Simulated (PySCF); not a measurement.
# The bond of SrTl−, level by level

An exercise on one series of results from a longer session: the logs are not shown, and one member is left open.

Computed with PySCF 2.14.0. Level: Sr def2-SVPD with ECP28, Tl def2-SVPD with ECP60, scalar-relativistic core potentials.

4 further runs of the same task are left out: 4 set aside as unsound or not needed.

Set-up of the first run:

A driver script around PySCF takes these settings:

```yaml
atoms: Sr, Tl
charge: -1
basis: Sr def2-SVPD with ECP28, Tl def2-SVPD with ECP60
Hamiltonian: scalar-relativistic core potentials
basis_functions: 58
electrons_treated: 32
masses_in_u: 87.9056, 204.9744
levels: PBE0, PBE, r²SCAN, BP86, PW91, r²SCANh, HSE06
grid: 80 radial by 434 angular points
occupations: held fixed by the projection of orbital angular momentum
dissociation_limit: Sr + Tl−, each in its ground configuration
starting_distance_in_angstrom: 3.240
values_of_2S_to_try: 0, 2
```

On the command line:

```bash
OMP_NUM_THREADS=1 python dia.py task.json out
```

Among the steps run: Set-up; First curve: PBE0; PBE (GGA); r²SCAN (meta-GGA); BP86; PW91 (GGA); r²SCANh (hybrid meta-GGA); HSE06 (range-separated hybrid).

One table of the session follows, with a row left open; its other results are not shown here.

It belongs to the step «The curves together». Energy (eV) from each level's lowest point:

| R (Å) | PBE | PW91 | BP86 | r²SCAN | r²SCANh |
| --- | --- | --- | --- | --- | --- |
| 2.810 | 0.368 | 0.354 | 0.355 | 0.325 | 0.326 |
| 2.940 | ? | ? | ? | ? | ? |
| 3.071 | 0.048 | 0.042 | 0.043 | 0.028 | 0.028 |
| 3.169 | 0.010 | 0.007 | 0.008 | 0.000 | 0.000 |
| 3.267 | 0.000 | 0.000 | 0.000 | 0.001 | 0.001 |
| 3.365 | 0.010 | 0.013 | 0.012 | 0.022 | 0.022 |
| 3.496 | 0.046 | 0.052 | 0.050 | 0.073 | 0.072 |
| 3.659 | 0.113 | 0.122 | 0.119 | 0.158 | 0.157 |
| 3.855 | 0.210 | 0.222 | 0.216 | 0.274 | 0.272 |
| 4.116 | 0.344 | 0.359 | 0.349 | 0.431 | 0.427 |

**Question.** Estimate the row for R (Å) = 2.940.

Worked estimate for «PBE». A straight line through the neighbours (2.810, 0.368) and (3.071, 0.048) gives 0.368 + (0.048 − 0.368) × (2.940 − 2.810) / (3.071 − 2.810) = 0.209; a parabola fitted to 3 rows on both sides gives 0.169.

The run gave: PBE: 0.159; PW91: 0.149; BP86: 0.150; r²SCAN: 0.126; r²SCANh: 0.127. In «PBE» the line misses by +0.050 and the parabola by +0.010.
